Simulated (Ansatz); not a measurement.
# CH₂AlCl₂F: basis-set convergence

The task here is to estimate one member of a computed series from the others.

Program: Ansatz 0.2.0, Gaussian basis. Level of theory: one geometry, several basis sets. These are calculated values, not measurements.

Plan: PBE0-D4/def2-SVP; ωB97M-V/def2-SVP; PBE0-D4/def2-QZVPP; ωB97M-V/def2-QZVPP; the functionals' def2-TZVPP values are taken from earlier runs.

### The relaxed structure

The geometry comes from an earlier relaxation with PBE0-D4 in a triple-zeta def2 set; it is a stationary point, not always the lowest conformer.

7 atoms, charge 0, spin multiplicity 1.

Atoms are counted from 1 here; the program's logs count them from 0.

Bond lengths: F1–C2 1.285 Å, C2–Al3 2.073 Å, C2–Cl4 1.686 Å, Al3–Cl5 2.203 Å, Al3–H6 1.582 Å, Al3–H7 1.581 Å. Angles: F1–C2–Al3 123.2°, F1–C2–Cl4 110.8°, Al3–C2–Cl4 125.2°, C2–Al3–Cl5 74.4°, C2–Al3–H6 109.0°, C2–Al3–H7 108.8°, Cl5–Al3–H6 113.9°, Cl5–Al3–H7 113.9°, H6–Al3–H7 124.9°.

Set-up of the first run:

in.yaml reads:

```yaml
crystal:
  periodic: [false, false, false]
  atoms:
    - {symbol: F, position_ang: [-1.866685, -0.613411, 0.522361]}
    - {symbol: C, position_ang: [-0.768667, -0.663580, -0.143685]}
    - {symbol: Al, position_ang: [0.931425, 0.395397, 0.391456]}
    - {symbol: Cl, position_ang: [-0.992075, -1.467989, -1.608114]}
    - {symbol: Cl, position_ang: [-0.323690, 1.816543, -0.731149]}
    - {symbol: H, position_ang: [0.921204, 0.628416, 1.955774]}
    - {symbol: H, position_ang: [2.159890, -0.163373, -0.432343]}
basis:
  gaussian: {orbitals: def2-SVP}
hamiltonian: {xc: pbe0, dispersion: d4}
output: {orbitals: {seedname: orbitals}}
```

Steps of the session up to this table: PBE0-D4 in def2-SVP; ωB97M-V in def2-SVP; PBE0-D4 in def2-QZVPP; ωB97M-V in def2-QZVPP.

One of the session's tables, all rows but one given; the rest of the session is left out.

It belongs to the step «Density functionals: the series». 

```
functional       basis  HOMO (eV)  LUMO (eV)
   PBE0-D4    def2-SVP      -8.01      -3.66
   PBE0-D4  def2-TZVPP      -8.09      -3.73
   PBE0-D4  def2-QZVPP      -8.12      -3.76
   ωB97M-V    def2-SVP          ?          ?
   ωB97M-V  def2-TZVPP     -10.28      -1.52
   ωB97M-V  def2-QZVPP     -10.32      -1.58
```

Estimate the missing values for ωB97M-V, def2-SVP.

The run gave: HOMO (eV): -10.13; LUMO (eV): -1.40. In the column «HOMO (eV)» it lies between ωB97M-V, def2-TZVPP (-10.28) and PBE0-D4, def2-QZVPP (-8.12).
